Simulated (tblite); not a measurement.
# C7H9OPS: the cost of one run

Computed with tblite 0.8.0 and PySCF 2.14.0, with density-fitted response routines of our own, on a single molecule in the gas phase. Atoms count from 0, in the outputs and in this text.

### Step 1. Starting geometry

19 atoms, charge 0, multiplicity 1; geometry from: force field or distance geometry start.

Bonds of the start (Å): C0–S1 1.81, S1–C2 1.81, C2–O3 1.27, O3–C4 1.26, C4–P5 1.81, P5–C6 1.74, C6–C7 1.50, C7–C8 1.53, C8–C9 1.52, C6–C2 1.38, C9–C7 1.51, C0–H10 1.12, C0–H11 1.10, C0–H12 1.11, C4–H13 1.11, C7–H14 1.08, C8–H15 1.11, C8–H16 1.12, C9–H17 1.10, C9–H18 1.12.

### Step 2. Optimising the geometry with GFN2-xTB

What the job is given:

```
{"job": {"kind": "relax", "xc": "GFN2-xTB", "basis": "xTB"}, "charge": 0, "multiplicity": 1}
C      3.075400    -1.719500    -0.134500
S      1.315200    -1.437100     0.160800
C      0.881200     0.318500     0.096600
O      1.722400     1.236500    -0.159000
C      1.402000     2.456600    -0.195500
P     -0.379800     2.447600     0.130800
C     -0.420800     0.720900     0.297100
C     -1.592400    -0.160100     0.607100
C     -2.359500    -0.684800    -0.604600
C     -2.981700     0.358100     0.306300
H      3.443400    -2.299200     0.744300
H      3.256200    -2.351000    -1.014200
H      3.544200    -0.715300    -0.187700
H      2.115800     3.272600    -0.413900
H     -1.511900    -0.775800     1.494600
H     -2.815600    -1.690800    -0.550200
H     -1.907500    -0.332400    -1.565100
H     -3.000700     1.415300     0.021600
H     -3.795800    -0.050800     0.958000
```

On the command line:

```console
$ OMP_NUM_THREADS=1 python probes_run.py task.json out
```

The driver reads the jobs from task.json and runs them one after another.

**Question.** How long does this first job take on 1 thread of Arm Neoverse V2, shared host?

About 1.4 s.
